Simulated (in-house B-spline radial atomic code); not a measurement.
# Rh³⁰⁺: excited configurations

Aim: the energies of several excited configurations of Rh³⁰⁺ above a reference configuration, each from its own self-consistent run.

Program: in-house B-spline radial atomic code version 1. Level of theory: Dirac-Hartree-Fock, average of configuration, Fermi nucleus, basis-set limit. These are calculated values, not measurements, unless marked.

### Step 1. What is computed

* element: rhodium (Z = 45)
* charge: +30
* electrons: 15
* configuration: [Ne] 3s2 3p3
* Hamiltonian: Dirac-Coulomb
* nucleus: Fermi, rms radius 4.495 fm

Outer shells as boxes (Hund's rule):

[Ne] 3s2 3p3
```
[Ne] core
3s [↑↓]
3p [↑ ][↑ ][↑ ]
```

The boxes draw the filling by Hund's rule, which heavy ions in jj coupling don't follow; these runs average over all states of the configuration.

The run's settings:

```ini
Z = 45
electrons = 15.0
configuration = [Ne] 3s2 3p3
hamiltonian = dirac
method = hf
spin_polarised = False
nucleus = fermi
rms_radius = 4.4945
mass_number = 103
atomic_mass = 102.905494081
speed_of_light = 137.035999084
```

From the earlier run of the reference: total energy -4115.117356 hartree. Levels, eight at most:

```csv
orbital,occupation,energy (eV),<r> (bohr)
1s1/2,2,-24921.2,0.03261
2s1/2,2,-4964.72,0.1392
2p1/2,2,-4709.15,0.1186
2p3/2,4,-4560.13,0.1232
3s1/2,2,-1867.03,0.3459
3p1/2,1,-1782.23,0.3315
3p3/2,2,-1747.35,0.3385
```

### Step 2. [Ne] 3s1 3p3 7s1

The run's settings:

```ini
Z = 45
electrons = 15.0
configuration = [Ne] 3s1 3p3 7s1
hamiltonian = dirac
method = hf
spin_polarised = False
nucleus = fermi
rms_radius = 4.4945
mass_number = 103
atomic_mass = 102.905494081
speed_of_light = 137.035999084
```

### Step 3. [Ne] 3s1 3p3 6p1

Changes to the settings of step 2:

```diff
@@ -2,3 +2,3 @@
 electrons = 15.0
-configuration = [Ne] 3s1 3p3 7s1
+configuration = [Ne] 3s1 3p3 6p1
 hamiltonian = dirac
```

### Step 4. [He] 2s2 2p5 3s2 3p3 7g1

Changes to the settings of step 3:

```diff
@@ -2,3 +2,3 @@
 electrons = 15.0
-configuration = [Ne] 3s1 3p3 6p1
+configuration = [He] 2s2 2p5 3s2 3p3 7g1
 hamiltonian = dirac
```

### Step 5. Configuration [Ne] 3s1 3p3 4s1

Changes to the settings of step 4:

```diff
@@ -2,3 +2,3 @@
 electrons = 15.0
-configuration = [He] 2s2 2p5 3s2 3p3 7g1
+configuration = [Ne] 3s1 3p3 4s1
 hamiltonian = dirac
```

### Step 6. Run with [Ne] 3s2 3p2 5f1

Changes to the settings of step 5:

```diff
@@ -2,3 +2,3 @@
 electrons = 15.0
-configuration = [Ne] 3s1 3p3 4s1
+configuration = [Ne] 3s2 3p2 5f1
 hamiltonian = dirac
```

Q: How far above the reference does each configuration lie (order and size, in eV)?

**Answer**, as computed:

| net move | configuration | energy above the reference (eV) | with Breit, QED, recoil (eV) | largest <r> (bohr) |
| --- | --- | --- | --- | --- |
| 3s → 4s | [Ne] 3s1 3p3 4s1 | 892.59 | 891.54 | 0.678 |
| 3p → 5f | [Ne] 3s2 3p2 5f1 | 1225.32 | 1224.14 | 0.992 |
| 3s → 6p | [Ne] 3s1 3p3 6p1 | 1472.63 | 1471.09 | 1.58 |
| 3s → 7s | [Ne] 3s1 3p3 7s1 | 1572.99 | 1571.43 | 2.16 |
| 2p → 7g | [He] 2s2 2p5 3s2 3p3 7g1 | 4334.97 | 4329.52 | 2.04 |

Quantum defects of the promoted electron, δ = n − ζ/√(−2ε) with ζ = 31 and ε its orbital energy in hartree:

| promotion | δ |
| --- | --- |
| 3s → 4s | 0.538 |
| 3p → 5f | 0.047 |
| 3s → 6p | 0.238 |
| 3s → 7s | 0.355 |
| 2p → 7g | 0.015 |

**Reading.** At the bottom stands 3s → 4s (892.59 eV), at the top 2p → 7g (4334.97 eV). Koopmans' estimate of the ionisation threshold is 1747.35 eV; 1 configuration exceeds it by over 2 % and could autoionise. Of those tabulated, the defect is largest for 4s (0.54) and least for 7g (0.02); at this charge much of the defect is relativistic. Two partly filled shells share a symmetry and can mix in the average, which may lower the energy, for: 3s → 4s; 3s → 6p; 3s → 7s; 2p → 7g. These are averages over configurations, without correlation, not spectroscopic levels.
